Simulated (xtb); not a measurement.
**CH7B2NO (SMILES COBBN): GFN2-xTB**

Aim: a geometry optimisation of CH7B2NO. 

The results are computed with xtb 6.7.1.

### Step 1. Starting point

CH7B2NO: 12 atoms, total charge 0, spin state singlet. As SMILES, `COBBN`. All atoms were displaced at random from a relaxed shape. The run starts from this shape.

Bond lengths: C1–O2 1.429 Å, O2–B3 1.382 Å, B3–B4 1.604 Å, B4–N5 1.399 Å, C1–H6 1.058 Å, C1–H7 1.215 Å, C1–H8 1.167 Å, B3–H9 1.170 Å, B4–H10 1.362 Å, N5–H11 0.948 Å, N5–H12 1.018 Å. Some angles: C1–O2–B3 120.4°, O2–B3–B4 113.4°, B3–B4–N5 132.1°, O2–C1–H6 120.5°, O2–C1–H7 105.0°, O2–C1–H8 116.4°, O2–B3–H9 115.2°, B4–B3–H9 131.3°, B3–B4–H10 116.2°, N5–B4–H10 111.6°.

### Step 2. A geometry optimisation at GFN2-xTB

.CHRG

```
0
```

.UHF

```
0
```

geom.xyz

```xyz
12

C     -2.017140    -0.790870     0.666350
O     -0.914280    -0.439280    -0.172300
B      0.360080    -0.340540     0.352750
B      1.436880     0.228760    -0.690440
N      1.826520     1.531120    -1.019120
H     -2.773140    -0.083210     0.882900
H     -2.505240    -1.776190     0.148800
H     -1.756820    -1.115210     1.756570
H      0.458410    -0.633870     1.480660
H      2.184080    -0.699070    -1.351600
H      2.570160     1.830600    -1.524180
H      1.288200     2.248980    -0.538840
```

On the command line:

```bash
$ xtb geom.xyz --gfn 2 --opt normal -P 1 > run.log
```

Q: Predict the results. Wanted: total energy at the end; dipole moment; HOMO energy; LUMO energy; HOMO–LUMO gap; dispersion energy; mean polarisability.

**Answer.** As computed:

Level: GFN2-xTB.

```
                      quantity          value
       total energy at the end   -15.20114 Eh
                 dipole moment         1.70 D
                   HOMO energy       -9.46 eV
                   LUMO energy       -4.86 eV
                 HOMO–LUMO gap        4.60 eV
             dispersion energy  -12.92 kJ/mol
mean polarisability (D4 model)     53.8 bohr³
```

What this shows: At the final geometry: Bond lengths: C1–O2 1.404 Å, O2–B3 1.337 Å, B3–B4 1.680 Å, B4–N5 1.385 Å, C1–H6 1.094 Å, C1–H7 1.093 Å, C1–H8 1.095 Å, B3–H9 1.199 Å, B4–H10 1.182 Å, N5–H11 1.008 Å, N5–H12 1.007 Å. Some angles: C1–O2–B3 124.8°, O2–B3–B4 120.7°, B3–B4–N5 123.1°, O2–C1–H6 108.9°, O2–C1–H7 108.9°, O2–C1–H8 111.8°, O2–B3–H9 117.6°, B4–B3–H9 121.7°, B3–B4–H10 121.9°, N5–B4–H10 114.9°. The optimisation took 9 steps and changed the energy by -0.976 eV. Mulliken charges run from -0.31 on N5 to +0.25 on B3.
